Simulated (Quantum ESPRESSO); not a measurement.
**CuF3: zone-centre phonons under several settings**

```
CELL_PARAMETERS angstrom
1.94288 1.12172 5.82112
-1.94288 1.12172 5.82112
0.00000 -2.24344 5.82112
ATOMIC_POSITIONS crystal
Cu 0.00000 0.00000 0.00000
F 0.57757 0.57757 0.57757
F 0.42243 0.42243 0.42243
F 0.50000 0.50000 0.50000
```

The cell was built by a generator and needn't be a form met in nature.

All runs used Quantum ESPRESSO 7.5; potentials GBRV 1.5 LDA; given cell; no spin polarisation; cutoff 762 eV.

| level | k mesh (s: shifted) | occupations | pressure (GPa) | lowest optical mode without the field (cm⁻¹) | highest optical mode without the field (cm⁻¹) |
| --- | --- | --- | --- | --- | --- |
| LDA | 2 × 2 × 2 | smeared at first, fixed for the response | 19.3 | 440i | 1204 |
| LDA | 4 × 4 × 4 | fermi-dirac, width 0.05 eV | 19.0 | 445i | 1195 |
| LDA | 6 × 6 × 6 | fermi-dirac, width 0.05 eV | ? | ? | ? |

**Question.** What stands in the row left open?

**Answer.** Pressure 19.1 GPa; lowest optical mode without the field 445i cm⁻¹; highest optical mode without the field 1195 cm⁻¹.

Values marked i are imaginary: the cell is unstable against those modes at that level, or the meshes are too thin.

Caveats: some runs use coarse meshes; the atoms weren't relaxed first, which shifts the frequencies; some modes are imaginary; the cell is more than 3 GPa from zero pressure, which shifts response properties; the run has no spin polarisation, though such a crystal can be magnetic.

For the row left open. Caveat: the atoms weren't relaxed first, which shifts the frequencies; the k mesh is coarse; some modes are imaginary; the cell is more than 3 GPa from zero pressure, which shifts response properties; the run has no spin polarisation, though such a crystal can be magnetic.
